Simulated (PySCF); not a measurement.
# C2H8B2: the cost of one run

Programs: PySCF 2.14.0, with density-fitted response routines of our own. Each step states its level of theory. These are calculated values for one molecule in the gas phase, unless marked as measured. Atoms count from 0, in the outputs and in this text.

## 1. The molecule as given

12 atoms, charge 0, multiplicity 1; geometry from: GFN2-xTB. The atoms were then displaced at random by about 0.01 Å, so the start is not that level's minimum.

Bonds of the start (Å): B0–B1 1.64, B1–C2 1.60, C2–C3 1.51, B0–H4 1.15, B0–H5 1.19, B1–H6 1.18, C2–H7 1.07, C2–H8 1.08, C3–H9 1.10, C3–H10 1.07, C3–H11 1.11.

## 2. Relaxing the molecule at PBE0-D3(BJ)/def2-SVP

The job: settings as JSON, then the geometry in Å.

```
{"job": {"xc": "PBE0", "basis": "def2-SVP", "d3": "d3bj", "grid": 1, "shake": 0.01, "kind": "geom"}, "charge": 0, "multiplicity": 1}
B      1.821460    -0.198880     0.705380
B      0.930690    -0.368620    -0.660270
C     -0.639980    -0.094440    -0.814110
C     -1.327360     0.396980     0.437030
H      1.959240    -1.045130     1.468080
H      2.338510     0.836380     0.973910
H      1.455050    -0.737850    -1.655230
H     -1.083600    -1.004310    -1.167340
H     -0.773420     0.639370    -1.591580
H     -1.277660    -0.335010     1.254950
H     -0.949950     1.332210     0.800180
H     -2.413280     0.551020     0.239980
```

Launch:

```bash
OMP_NUM_THREADS=1 python probes_run.py task.json out
```

One launch serves the whole session: the jobs run in the order shown.

**Question.** How long does this first job take on 1 thread of Arm Neoverse V1, shared host, and how much memory does it need?

About 16 s, with a peak of 0.39 GiB.
